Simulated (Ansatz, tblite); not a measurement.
# Ge(vinyl)2(NMe2)2 (C8H18GeN2): rung by rung

How do method and basis change the picture of Ge(vinyl)2(NMe2)2 (C8H18GeN2) (singlet)?

Program: Ansatz 0.2.0, Gaussian basis. Level of theory: as each input shows. These are calculated values, not measurements.

Levels to be run: GFN1-xTB, GFN2-xTB, PBE-D4/def2-TZVP, r2SCAN-D4/def2-TZVP, BLYP-D4/def2-TZVP, B97M-V/def2-TZVP, LDA/def2-TZVP, PBE-D4/def2-SVP, PBE0-D4/def2-SVP, HF/STO-3G, CCSD(T)/def2-SVP, MP2/def2-TZVP, RPA/def2-TZVP.

**1. The structure**

The singlet was relaxed beforehand with PBE-D4/def2-SVP.

29 atoms, charge 0, spin multiplicity 1.

Bond lengths: Ge1–C2 1.962 Å, Ge1–C7 1.952 Å, Ge1–N12 1.850 Å, Ge1–N21 1.870 Å, C2–C3 1.347 Å, C2–H4 1.106 Å, C3–H5 1.105 Å, C3–H6 1.105 Å, C7–C8 1.346 Å, C7–H9 1.105 Å, C8–H10 1.105 Å, C8–H11 1.104 Å, N12–C13 1.446 Å, N12–C14 1.446 Å, C13–H15 1.116 Å, C13–H16 1.108 Å, C13–H17 1.121 Å, C14–H18 1.109 Å and more. Angles: C2–Ge1–C7 111.9°, C2–Ge1–N12 108.2°, C2–Ge1–N21 112.7°, C7–Ge1–N12 108.8°, C7–Ge1–N21 105.9°, N12–Ge1–N21 109.3°, Ge1–C2–C3 123.5°, Ge1–C2–H4 117.7°, C3–C2–H4 118.7°, C2–C3–H5 122.2°, C2–C3–H6 122.1°, H5–C3–H6 115.7°, Ge1–C7–C8 122.2°, Ge1–C7–H9 118.2°, C8–C7–H9 119.6°, C7–C8–H10 120.8°, C7–C8–H11 122.4°, H10–C8–H11 116.8° and more.

PBE0-D4/def2-TZVP was run before; its log isn't repeated, and its numbers join the tables.

**2. GFN1-xTB**

Tight binding, by tblite at 300 K electronic temperature and without a spin-polarisation term:

```python
tblite.interface.Calculator('GFN1-xTB', numbers, positions, charge=0, uhf=0).singlepoint()
```

Energy -939.8813 eV, HOMO -9.68 eV, LUMO -7.27 eV; 0.035 s.

**3. GFN2-xTB**

Tight binding, by tblite at 300 K electronic temperature and without a spin-polarisation term:

```python
tblite.interface.Calculator('GFN2-xTB', numbers, positions, charge=0, uhf=0).singlepoint()
```

Energy -924.4613 eV, HOMO -9.06 eV, LUMO -6.45 eV; 0.019 s.

**4. PBE-D4/def2-TZVP**

start.molden holds the orbitals of an earlier run on this state, given as this run's starting guess.

in.yaml reads:

```yaml
crystal:
  periodic: [false, false, false]
  atoms:
    - {symbol: Ge, position_ang: [0.398577, -0.010502, 0.307714]}
    - {symbol: C, position_ang: [0.322693, -0.149506, 2.263467]}
    - {symbol: C, position_ang: [0.976766, 0.683996, 3.094668]}
    - {symbol: H, position_ang: [-0.264085, -0.980867, 2.697662]}
    - {symbol: H, position_ang: [1.577796, 1.533737, 2.723478]}
    - {symbol: H, position_ang: [0.941497, 0.566237, 4.192992]}
    - {symbol: C, position_ang: [2.236827, 0.004250, -0.349832]}
    - {symbol: C, position_ang: [2.581736, -0.550924, -1.527046]}
    - {symbol: H, position_ang: [3.007137, 0.504830, 0.264524]}
    - {symbol: H, position_ang: [1.829330, -1.062288, -2.153420]}
    - {symbol: H, position_ang: [3.617082, -0.527862, -1.910812]}
    - {symbol: N, position_ang: [-0.426586, 1.568217, -0.190844]}
    - {symbol: C, position_ang: [-1.515962, 2.141387, 0.567502]}
    - {symbol: C, position_ang: [-0.340728, 2.018748, -1.562636]}
    - {symbol: H, position_ang: [-1.445990, 3.255537, 0.584199]}
    - {symbol: H, position_ang: [-1.486112, 1.792595, 1.619100]}
    - {symbol: H, position_ang: [-2.528382, 1.890902, 0.155477]}
    - {symbol: H, position_ang: [0.557221, 1.596569, -2.057433]}
    - {symbol: H, position_ang: [-1.231147, 1.735390, -2.182111]}
    - {symbol: H, position_ang: [-0.256189, 3.130896, -1.611263]}
    - {symbol: N, position_ang: [-0.441577, -1.443902, -0.549796]}
    - {symbol: C, position_ang: [0.037249, -2.785330, -0.288359]}
    - {symbol: C, position_ang: [-1.866435, -1.367074, -0.792479]}
    - {symbol: H, position_ang: [-0.430779, -3.265765, 0.611701]}
    - {symbol: H, position_ang: [1.136011, -2.785867, -0.135068]}
    - {symbol: H, position_ang: [-0.174680, -3.459251, -1.152659]}
    - {symbol: H, position_ang: [-2.170310, -0.317226, -0.976952]}
    - {symbol: H, position_ang: [-2.147936, -1.960206, -1.695159]}
    - {symbol: H, position_ang: [-2.493044, -1.756730, 0.053405]}
basis:
  gaussian: {orbitals: def2-TZVP, fitting: {mean_field: def2-universal-jkfit}, initial_orbitals: start.molden}
hamiltonian: {xc: pbe, dispersion: d4}
scf: {omitted_lower_state_checks: [starts]}
output: {orbitals: {seedname: orbitals}}
```

The run is started by

```console
ansatz run in.yaml --threads 2 --pin off --events-out ev --progress --plain --max-ram 32768MiB --backend cuda --devices 0, --max-vram 18GiB
```

Further steps of the session: r2SCAN-D4/def2-TZVP; BLYP-D4/def2-TZVP; B97M-V/def2-TZVP; LDA/def2-TZVP; PBE-D4/def2-SVP; PBE0-D4/def2-SVP; HF/STO-3G; CCSD(T)/def2-SVP; MP2/def2-TZVP; RPA/def2-TZVP.

**Question.** What will the summary of the whole plan be? Wanted: gap in def2-TZVP, named functionals, smallest and largest; correlation energy, CCSD(T)/def2-SVP; correlation energy, MP2/def2-TZVP; binding an atom, CCSD(T)/def2-SVP; PBE0 total energy, smallest basis above largest.

As calculated:

| quantity | value |
| --- | --- |
| gap in def2-TZVP, named functionals, smallest and largest | 2.75 eV (LDA), 5.16 eV (PBE0-D4) |
| correlation energy, CCSD(T)/def2-SVP | -50.52 eV |
| correlation energy, MP2/def2-TZVP | -54.21 eV |
| binding an atom, CCSD(T)/def2-SVP | 3.868 eV |
| PBE0 total energy, smallest basis above largest | 19.49 eV (def2-SVP, def2-TZVP) |

What this shows: Orbital gaps of the named functionals in def2-TZVP span 2.75 eV (LDA) to 5.16 eV (PBE0-D4); exact exchange widens it. A small miss in a minimal or small basis is a cancelling of errors, not accuracy. The functionals in def2-TZVP miss CCSD(T)/def2-SVP by +0.167 (B97M-V) to +0.752 eV (LDA) an atom. The yardstick is in a double-zeta basis, so levels in larger sets aren't compared like for like. CCSD(T)/def2-SVP isn't at the basis-set limit; small misses against it rank nothing.
